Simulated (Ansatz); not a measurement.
## Tc, space group P6_3/mmc: a projected density of states, step by step

With Ansatz 0.2.0 through its Python package.

At the Python prompt:
```pycon
>>> import ansatz as az
>>> import matplotlib.pyplot as plt
>>> import numpy as np
>>> from pymatgen.core import Lattice, Structure
>>> from pymatgen.io.ase import AseAtomsAdaptor
>>> pmg_structure = Structure(
...     Lattice([(2.74, 0.0, 0.0), (-1.37, 2.37291, 0.0), (0.0, 0.0, 4.398)]),
...     ["Tc", "Tc"],
...     [
...         (1 / 3, 2 / 3, 0.25),
...         (2 / 3, 1 / 3, 0.75),
...     ],
... )
>>> structure = az.Crystal.from_ase(AseAtomsAdaptor.get_atoms(pmg_structure))
>>> job = structure.calculation()
>>> job = job.basis(600)
>>> job = job.kpoints(density=5.1).occupations(az.OccupationsMethod.FERMI_DIRAC, width=0.05)
>>> job = job.scf(extra_bands=10)
>>> job = job.density_of_states(projected=True, method="smearing", broadening_width=0.15, energy_step=0.1)
>>> out = job.run(threads=1, pin="off")
>>> rep = out.report
>>> rep["converged"], rep["free_energy_ev"]
(True, -10796.096208901925)
>>> dos = out.density_of_states()
>>> energy = np.asarray(dos.energies_ev) - dos.fermi_ev
>>> curves = {}
>>> for site in out.projected_density_of_states().sites:
...     for shell in site.shells:
...         weight = sum(np.sum(curve.g_bin_mean_per_ev, axis=0) for curve in shell.curves)
...         name = f"{site.species} {shell.label}"
...         curves[name] = curves.get(name, 0) + weight
...
>>> window = (energy > -6) & (energy < 6)
>>> fig, ax = plt.subplots(figsize=(5.5, 3.5))
>>> for name, g in curves.items():
...     if g[window].max() > 0.05:
...         ax.plot(energy[window], g[window], label=name, lw=1)
...         print(f"{name:8s} peak {g[window].max():7.3f} states/eV at {energy[window][g[window].argmax()]:6.2f} eV")
...
[<matplotlib.lines.Line2D object at 0x...>]
Tc 5S    peak   0.589 states/eV at  -5.02 eV
[<matplotlib.lines.Line2D object at 0x...>]
Tc 4D    peak   3.725 states/eV at   2.98 eV
>>> ax.set(xlabel="E - E_F (eV)", ylabel="states/eV")
[Text(0.5, 0, 'E - E_F (eV)'), Text(0, 0.5, 'states/eV')]
>>> ax.legend(fontsize=7)
<matplotlib.legend.Legend object at 0x...>
>>> fig.tight_layout()
>>> fig.savefig("pdos.png", dpi=100)
```

Total energies depend on the potentials; only differences at equal settings carry meaning. A total without «per atom» is that of the whole cell that was run. The run is spin-unpolarised. Peaks are the largest values inside the energy window taken; deeper bands lie outside it. No functional is typed, so the default, PBE, holds. Curves are summed over the cell's atoms. Only shells that the potentials hold have channels, so projections don't add up to the total, least of all where a shell is missing (p of most metals); heights and places of peaks move with the mesh. The density of states is complete only as far up as bands were computed. Finished in 7.9 s on 1 thread of Arm Neoverse V2 (shared host), peak memory 0.5 GiB.
